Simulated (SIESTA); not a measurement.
The system is SiF.

```
CELL_PARAMETERS angstrom
3.02860 0.00000 0.00000
0.00000 3.02860 0.00000
0.00000 0.00000 3.02860
ATOMIC_POSITIONS crystal
Si 0.50000 0.50000 0.50000
F 0.00000 0.00000 0.00000
```

The cell was built by a generator and needn't be a form met in nature.

Base run:

| Item | Value |
| --- | --- |
| Program | SIESTA 5.4.2 |
| Functional | vdW-DF |
| Potentials or basis | PseudoDojo 0.4 standard (PBE files) |
| Basis | DZP (energy shift 0.003 Ry) |
| Grid cutoff | 800 Ry |
| Energy shift | 0.003 Ry |
| k mesh | 9 × 9 × 9 |
| Occupations | fermi-dirac, width 0.05 eV |
| Spin | no spin polarisation |

Its results: band gap on the k mesh none (metal or under the smearing width); pressure 6.1 GPa.

After a change of settings the same cell gave: band gap on the k mesh none (metal or under the smearing width); pressure 10.2 GPa. Which change was it?
A. functional from vdW-DF to PBE
B. functional from vdW-DF to vdW-DF-cx
C. functional from vdW-DF to vdW-DF2
D. functional from vdW-DF to VV10

C.

Caveats: the potentials were made for another functional, which shifts forces and pressure; the basis of atomic orbitals isn't converged, which shifts pressures, moduli and gaps; an odd number of electrons without spin polarisation forces a metal; a magnetic or distorted state may lie lower.
